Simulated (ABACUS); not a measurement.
Ta3AsAu2O13:

```
Ta As Au O
1.0
     5.45204    0.00000    0.00000
    -2.72602    4.72161    0.00000
     0.00000    0.00000    9.57902
Ta As Au O
3 1 2 13
Direct
  0.00000 0.00000 0.19408
  0.00000 0.00000 0.80592
  0.66667 0.33333 0.00000
  0.00000 0.00000 0.50000
  0.33333 0.66667 0.27428
  0.33333 0.66667 0.72572
  0.00000 0.00000 0.00000
  0.23947 0.97129 0.36402
  0.02871 0.26818 0.36402
  0.73182 0.76053 0.36402
  0.23947 0.97129 0.63598
  0.02871 0.26818 0.63598
  0.73182 0.76053 0.63598
  0.38452 0.33425 0.85844
  0.66575 0.05026 0.85844
  0.94974 0.61548 0.85844
  0.38452 0.33425 0.14156
  0.66575 0.05026 0.14156
  0.94974 0.61548 0.14156
```

The cell was built by a generator and needn't be a form met in nature.

Base run:

- Program: ABACUS 3.10.1
- Functional: OLYP
- Potentials or basis: PseudoDojo NC SR 0.4.1 PBE standard
- Cutoff: 1143 eV
- Density cutoff: 4572 eV
- Basis: plane waves
- k mesh: 4 × 4 × 2
- Occupations: fermi-dirac, width 0.05 eV
- Spin: no spin polarisation

Its results: band gap on the k mesh none (metal or under the smearing width); pressure -1.6 GPa; largest force 0.287 eV/Å.

Question: The run is repeated on the same cell with these changes: functional from OLYP to PBEsol; potentials or basis from PseudoDojo NC SR 0.4.1 PBE standard to PseudoDojo NC SR 0.5 PBE stringent; cutoff from 1143 eV to 1796 eV; density cutoff from 4572 eV to 7184 eV; valence electrons from 170 to 220. What comes out?

Answer: Band gap on the k mesh none (metal or under the smearing width); pressure -6.5 GPa; largest force 0.292 eV/Å.

Caveats: the potentials were made for another functional, which shifts forces and pressure; there are fewer bands than atomic start orbitals, so a level may be missed at k points of high symmetry (some runs).
